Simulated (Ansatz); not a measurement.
**CCl₂FNOSi: how energies converge with the basis set**

One table from this session's results is given with a row withheld; the runs are named, their logs left out.

The runs use Ansatz 0.2.0, Gaussian basis; one geometry, several basis sets.

Levels to be run: PBE0-D4/def2-SVP; ωB97M-V/def2-SVP; PBE0-D4/def2-QZVPP; ωB97M-V/def2-QZVPP; the functionals' def2-TZVPP values are taken from earlier runs.

### The geometry

The geometry comes from an earlier relaxation with PBE0-D4 in a triple-zeta def2 set; it is a stationary point, not always the lowest conformer.

SMILES `O=C=N[Si](F)(Cl)Cl`, 7 atoms, charge 0, spin multiplicity 1.

Atoms are counted from 1 here; the program's logs count them from 0.

Bond lengths: O1–C2 1.158 Å, C2–N3 1.199 Å, N3–Si4 1.678 Å, Si4–F5 1.573 Å, Si4–Cl6 2.016 Å, Si4–Cl7 2.016 Å. Angles: O1–C2–N3 177.4°, C2–N3–Si4 153.8°, N3–Si4–F5 107.6°, N3–Si4–Cl6 110.9°, N3–Si4–Cl7 110.9°, F5–Si4–Cl6 108.4°, F5–Si4–Cl7 108.4°, Cl6–Si4–Cl7 110.4°.

The first run:

Contents of in.yaml:

```yaml
crystal:
  periodic: [false, false, false]
  atoms:
    - {symbol: O, position_ang: [-0.356868, -2.988314, 0.059193]}
    - {symbol: C, position_ang: [-0.320854, -1.845932, -0.124981]}
    - {symbol: N, position_ang: [-0.313944, -0.669905, -0.360567]}
    - {symbol: Si, position_ang: [0.107249, 0.924925, -0.053153]}
    - {symbol: F, position_ang: [-0.505083, 1.807939, -1.201732]}
    - {symbol: Cl, position_ang: [-0.659245, 1.545812, 1.705115]}
    - {symbol: Cl, position_ang: [2.109845, 1.157375, -0.069573]}
basis:
  gaussian: {orbitals: def2-SVP}
hamiltonian: {xc: pbe0, dispersion: d4}
output: {orbitals: {seedname: orbitals}}
```

Steps of the session up to this table: PBE0-D4 in def2-SVP; ωB97M-V in def2-SVP; PBE0-D4 in def2-QZVPP; ωB97M-V in def2-QZVPP.

One table of the session follows, with a row left open; its other results are not shown here.

It belongs to the step «Functionals by basis». 

```
functional       basis  HOMO (eV)  LUMO (eV)
   PBE0-D4    def2-SVP          ?          ?
   PBE0-D4  def2-TZVPP      -9.43      -0.34
   PBE0-D4  def2-QZVPP      -9.46      -0.43
   ωB97M-V    def2-SVP     -11.51       2.16
   ωB97M-V  def2-TZVPP     -11.64       1.85
   ωB97M-V  def2-QZVPP     -11.68       1.46
```

Estimate the missing values for PBE0-D4, def2-SVP.

The run gave: HOMO (eV): -9.34; LUMO (eV): -0.12. In the column «HOMO (eV)» it is the highest.
